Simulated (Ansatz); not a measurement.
**FH3NOSc: up Jacob's ladder to CCSD(T)**

The task here is to estimate one member of a computed series from the others.

Method: functionals in def2-TZVPP, the program's frozen cores in correlated methods; program: Ansatz 0.2.0, Gaussian basis.

Plan: LDA (SPW92), PBE-D4, revPBE-D4, BLYP-D4, r2SCAN-D4, B97M-V, PBE0-D4, B3LYP-D4, r2SCANh-D4, r2SCAN0-D4, HSE06-D4, BHLYP-D4, CAM-B3LYP-D4, LC-ωPBE, ωB97X-V, ωB97M-V, B2PLYP, PBE-QIDH; CCSD(T)/def2-SVP; CCSD(T)/def2-TZVPP; CCSD(T)/def2-QZVPP; extrapolation to the limit; RPA on PBE.

### Structure used throughout

All runs share one geometry, relaxed beforehand with PBE0-D4 in a triple-zeta def2 set.

SMILES `[NH2][Sc]([OH])[F]`, 7 atoms, charge 0, spin multiplicity 1.

Atoms are counted from 1 here; the program's logs count them from 0.

Bond lengths: N1–Sc2 1.978 Å, N1–H5 1.012 Å, N1–H6 1.012 Å, Sc2–O3 1.867 Å, Sc2–F4 1.859 Å, O3–H7 0.952 Å. Angles: Sc2–N1–H5 126.3°, Sc2–N1–H6 126.2°, H5–N1–H6 107.5°, N1–Sc2–O3 116.8°, N1–Sc2–F4 117.4°, O3–Sc2–F4 125.8°, Sc2–O3–H7 165.7°.

Set-up of the first run:

in.yaml reads:

```yaml
crystal:
  periodic: [false, false, false]
  atoms:
    - {symbol: N, position_ang: [-0.824001, 1.182119, -0.182924]}
    - {symbol: Sc, position_ang: [-0.003745, -0.616374, -0.241747]}
    - {symbol: O, position_ang: [1.504220, -0.889904, 0.825277]}
    - {symbol: F, position_ang: [-0.795832, -1.882136, -1.348414]}
    - {symbol: H, position_ang: [-1.639503, 1.486401, -0.699880]}
    - {symbol: H, position_ang: [-0.504047, 1.966556, 0.370583]}
    - {symbol: H, position_ang: [2.262908, -1.246653, 1.277115]}
basis:
  gaussian: {orbitals: def2-TZVPP}
hamiltonian: {xc: lda}
output: {orbitals: {seedname: orbitals}}
```

Run with:

```sh
$ ansatz run in.yaml --threads 2 --pin off --events-out ev --progress --plain --max-ram 32768MiB --backend cpu
```

Among the steps run: LDA; PBE-D4 (GGA); revPBE-D4 (GGA); BLYP-D4 (GGA); r2SCAN-D4 (meta-GGA); B97M-V (meta-GGA); B3LYP-D4 (hybrid); r2SCANh-D4 (hybrid); r2SCAN0-D4 (hybrid); HSE06-D4 (hybrid); BHLYP-D4 (hybrid); CAM-B3LYP-D4 (range-separated); LC-ωPBE (range-separated); ωB97X-V (range-separated); ωB97M-V (range-separated); B2PLYP (double hybrid); PBE-QIDH (double hybrid).

One table of the session follows, with a row left open; its other results are not shown here.

It belongs to the step «Frontier levels by functional». 

```
  functional  HOMO (eV)  LUMO (eV)  gap (eV)
 LDA (SPW92)      -6.06      -2.70      3.37
      PBE-D4      -5.86      -2.47      3.38
   revPBE-D4      -5.78      -2.33      3.44
     BLYP-D4      -5.75      -2.51      3.24
   r2SCAN-D4      -6.10      -2.11      3.99
      B97M-V      -6.13      -2.32      3.82
     PBE0-D4          ?          ?         ?
    B3LYP-D4      -6.97      -1.97      5.00
  r2SCANh-D4      -6.61      -1.80      4.81
  r2SCAN0-D4      -7.37      -1.35      6.03
    HSE06-D4      -6.78      -1.95      4.82
    BHLYP-D4      -8.44      -0.96      7.48
CAM-B3LYP-D4      -8.64      -0.82      7.81
     LC-ωPBE     -10.02       0.46     10.48
     ωB97X-V      -9.64       0.27      9.91
     ωB97M-V      -9.56      -0.13      9.43
```

Estimate the missing values for PBE0-D4.

As computed: HOMO (eV): -7.18; LUMO (eV): -1.58; gap (eV): 5.60. In the column «HOMO (eV)» it lies between r2SCAN0-D4 (-7.37) and B3LYP-D4 (-6.97).
